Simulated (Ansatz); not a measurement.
# C2H4FI: one species, many methods

An exercise on one series of results from a longer session: the logs are not shown, and one member is left open.

Method: functionals in def2-TZVPP, the program's frozen cores in correlated methods; program: Ansatz 0.2.0, Gaussian basis.

Levels to be run: LDA (SPW92), PBE-D4, revPBE-D4, BLYP-D4, r2SCAN-D4, B97M-V, PBE0-D4, B3LYP-D4, r2SCANh-D4, r2SCAN0-D4, HSE06-D4, BHLYP-D4, CAM-B3LYP-D4, LC-ωPBE, ωB97X-V, ωB97M-V, B2PLYP, PBE-QIDH; CCSD(T)/def2-SVP; CCSD(T)/def2-TZVPP; MP2/def2-QZVPP; extrapolation to the limit; RPA on PBE.

## The relaxed structure

An earlier PBE0-D4 in a triple-zeta def2 set relaxation fixed the geometry. I takes the def2 core potential; no spin-orbit term is included.

SMILES `FCCI`, 8 atoms, charge 0, spin multiplicity 1.

Atoms are counted from 1 here; the program's logs count them from 0.

Bond lengths: F1–C2 1.384 Å, C2–C3 1.505 Å, C2–H5 1.093 Å, C2–H6 1.093 Å, C3–I4 2.134 Å, C3–H7 1.088 Å, C3–H8 1.088 Å. Angles: F1–C2–C3 108.4°, F1–C2–H5 108.2°, F1–C2–H6 108.2°, C3–C2–H5 111.4°, C3–C2–H6 111.4°, H5–C2–H6 109.3°, C2–C3–I4 109.3°, C2–C3–H7 111.9°, C2–C3–H8 111.9°, I4–C3–H7 106.6°, I4–C3–H8 106.6°, H7–C3–H8 110.2°.

The first run:

Input file in.yaml:

```yaml
crystal:
  periodic: [false, false, false]
  atoms:
    - {symbol: F, position_ang: [-0.750026, 1.210552, -1.196767]}
    - {symbol: C, position_ang: [0.011255, 0.128615, -0.788770]}
    - {symbol: C, position_ang: [-0.094682, 0.010111, 0.707900]}
    - {symbol: I, position_ang: [1.069987, -1.651637, 1.369634]}
    - {symbol: H, position_ang: [-0.372416, -0.765200, -1.286856]}
    - {symbol: H, position_ang: [1.043854, 0.300964, -1.102192]}
    - {symbol: H, position_ang: [0.300797, 0.888276, 1.213036]}
    - {symbol: H, position_ang: [-1.116669, -0.178782, 1.028215]}
basis:
  gaussian: {orbitals: def2-TZVPP}
hamiltonian: {xc: lda}
output: {orbitals: {seedname: orbitals}}
```

Among the steps run: LDA; PBE-D4 (GGA); revPBE-D4 (GGA); BLYP-D4 (GGA); r2SCAN-D4 (meta-GGA); B97M-V (meta-GGA); PBE0-D4 (hybrid); B3LYP-D4 (hybrid); r2SCANh-D4 (hybrid); r2SCAN0-D4 (hybrid); HSE06-D4 (hybrid); BHLYP-D4 (hybrid); CAM-B3LYP-D4 (range-separated); LC-ωPBE-D4 (range-separated; the results give it without D4); ωB97X-V (range-separated); ωB97M-V (range-separated); B2PLYP (double hybrid); PBE-QIDH (double hybrid).

One table of the session follows, with a row left open; its other results are not shown here.

It belongs to the step «Frontier levels by functional». 

```
  functional  HOMO (eV)  gap (eV)
 LDA (SPW92)          ?         ?
      PBE-D4      -6.42      4.46
   revPBE-D4      -6.37      4.50
     BLYP-D4      -6.25      4.39
   r2SCAN-D4      -6.71      4.97
      B97M-V      -6.73      5.04
     PBE0-D4      -7.59      6.56
    B3LYP-D4      -7.35      6.06
  r2SCANh-D4      -7.13      5.73
  r2SCAN0-D4      -7.77      6.87
    HSE06-D4      -7.19      5.78
    BHLYP-D4      -8.59      8.53
CAM-B3LYP-D4      -8.88      8.89
     LC-ωPBE     -10.24     11.45
     ωB97X-V      -9.89     10.98
     ωB97M-V      -9.77     10.69
```

**Question.** Estimate the row for LDA (SPW92).

As computed: HOMO (eV): -6.58; gap (eV): 4.40. In the column «HOMO (eV)» it lies between r2SCAN-D4 (-6.71) and PBE-D4 (-6.42).
